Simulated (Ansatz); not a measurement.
Run this with the Ansatz DFT code, driven from Python and show what comes out.

Script `formation_ypt3.py`:
```python
"""Is YPt3 bound against its elements, after relaxing cells and atoms."""

from collections import Counter
import warnings

import ansatz as az
import numpy as np

ECUT = 520
KSPACING = 0.27
SMEARING = "fermi_dirac"
WIDTH_EV = 0.1

PHASES = {
    "YPt3": (
        [(4.069, 0.0, 0.0), (0.0, 4.069, 0.0), (0.0, 0.0, 4.069)],
        [
            ("Y", (0.0, 0.0, 0.0)),
            ("Pt", (0.0, 0.5, 0.5)),
            ("Pt", (0.5, 0.0, 0.5)),
            ("Pt", (0.5, 0.5, 0.0)),
        ],
    ),
    "Y": (
        [(3.6474, 0.0, 0.0), (-1.8237, 3.158741, 0.0), (0.0, 0.0, 5.7306)],
        [
            ("Y", (1 / 3, 2 / 3, 0.25)),
            ("Y", (2 / 3, 1 / 3, 0.75)),
        ],
    ),
    "Pt": (
        [(0.0, 1.9609, 1.9609), (1.9609, 0.0, 1.9609), (1.9609, 1.9609, 0.0)],
        [
            ("Pt", (0.0, 0.0, 0.0)),
        ],
    ),
}


def build(vectors, sites):
    crystal = az.Crystal(lattice=az.Lattice.of(vectors))
    for symbol, position in sites:
        crystal = crystal.atom(symbol, position)
    return crystal


def compute(name, crystal):
    calc = (
        crystal.calculation()
        .functional(az.Functional.PBESOL)
        .basis(ECUT)
        .kpoints(spacing=KSPACING)
        .occupations(SMEARING, width=WIDTH_EV)
        .stress()
    )
    calc = calc.relax(force_tolerance=0.03, cell=True)
    return calc.run()


def counts(outcome):
    return Counter(site.symbol for site in outcome.lattice.sites)

def formation_energy(outcome, mu):
    n = counts(outcome)
    return (outcome.report["energy_sigma0_ev"] - sum(k * mu[element] for element, k in n.items())) / sum(n.values())


def volume_per_atom(outcome):
    return abs(np.linalg.det(outcome.lattice.cell_ang)) / len(outcome.lattice.sites)


def main() -> None:
    warnings.simplefilter("ignore", az.DeckWarning)

    phases = {name: build(*cell) for name, cell in PHASES.items()}

    done = {name: compute(name, crystal) for name, crystal in phases.items()}

    # energy of one atom in its reference phase
    references = {"Y": "Y", "Pt": "Pt"}
    mu = {element: done[name].report["energy_sigma0_ev"] / len(done[name].lattice.sites) for element, name in references.items()}

    target = done["YPt3"]
    heat = formation_energy(target, mu)
    n = counts(target)
    print("cell content:", dict(n), " volume", round(volume_per_atom(target), 3), "A^3/atom")
    print("formation energy", round(heat, 4), "eV/atom,", round(heat * sum(n.values()), 4), "eV per cell")
    print("bound against the elements" if heat < 0 else "unbound against the elements")


if __name__ == "__main__":
    main()
```

```console
$ python formation_ypt3.py
cell content: {<Element.Y: 'Y'>: 1, <Element.PT: 'Pt'>: 3}  volume 16.766 A^3/atom
formation energy -0.9907 eV/atom, -3.9626 eV per cell
bound against the elements
```

Reading the output:
- For the metals among these phases the mesh is modest: differences between phases can be off by up to 40 meV an atom.
- Spin-orbit coupling, which matters for elements this heavy, is left out.
- The cells come from databases of deposited and of computed structures, and not all need be stable phases.
- The compound is the structure given, not necessarily its lowest; energies are at zero temperature, with no correction for gases. A semilocal functional's error on such energies is often 0.05 to 0.1 eV an atom, and 0.1 to 0.3 eV against gases such as O2 or F2.
- Run time: 26 s on 1 thread of Intel(R) Xeon(R) Platinum 8259CL CPU @ 2.50GHz (Skylake/Cascade Lake), with other jobs on the host, peak memory 0.49 GiB.
